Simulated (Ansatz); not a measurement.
# CdF₂ (SMILES [F][Cd][F]): single points off equilibrium

The task here is to estimate one member of a computed series from the others.

Program: Ansatz 0.2.0, Gaussian basis. Level of theory: single points in def2-TZVPP. These are calculated values, not measurements.

Correlated methods freeze the cores. Filled d shells of the heavier atoms are correlated. Core potentials replace the inner electrons past krypton, and spin-orbit coupling is left out.

## The starting structure

3 atoms, charge 0, spin multiplicity 1.

Atoms are counted from 1 here; the program's logs count them from 0.

Bond lengths: F1–Cd2 1.984 Å, Cd2–F3 2.026 Å. Angles: F1–Cd2–F3 98.6°.

As a file:

```xyz
3

F     1.32840    0.21310    0.73070
Cd   -0.41240    0.70560   -0.08400
F    -1.05570   -1.15380   -0.56780
```

Set-up of the first run:

Contents of run/in.yaml:

```yaml
crystal:
  periodic: [false, false, false]
  atoms:
    - {symbol: F, position_ang: [1.328400, 0.213100, 0.730700]}
    - {symbol: Cd, position_ang: [-0.412400, 0.705600, -0.084000]}
    - {symbol: F, position_ang: [-1.055700, -1.153800, -0.567800]}
basis:
  gaussian: {orbitals: def2-TZVPP}
correlation: {method: ccsd_t}
output: {forces: true}
```

The run is started by

```console
> ansatz run in.yaml --threads 4 --pin off --events-out ev --progress --plain --max-ram 5222MiB
```

Steps of the session up to this table: CCSD(T)/def2-TZVPP; PBE0-D4/def2-TZVPP; wB97M-V/def2-TZVPP; r2SCAN-D4/def2-TZVPP; PBE-D4/def2-TZVPP; revPBE-D4/def2-TZVPP; BLYP-D4/def2-TZVPP.

One table of the session follows, with a row left open; its other results are not shown here.

```
   method  RMS force component (eV/Å)  angle to CCSD(T) forces (°)  dipole (D)
  CCSD(T)                       0.871                    reference        7.16
  PBE0-D4                       0.796                          2.7        6.86
  wB97M-V                       0.811                          2.7        7.10
r2SCAN-D4                           ?                            ?           ?
   PBE-D4                       0.580                         21.4        5.97
revPBE-D4                       0.530                         33.4        6.01
  BLYP-D4                       0.526                         35.8        5.88
```

**Question.** Estimate the row for r2SCAN-D4.

The run gave: RMS force component (eV/Å): 0.739; angle to CCSD(T) forces (°): 4.7; dipole (D): 6.48. In the column «RMS force component (eV/Å)» it lies between PBE-D4 (0.580) and PBE0-D4 (0.796).
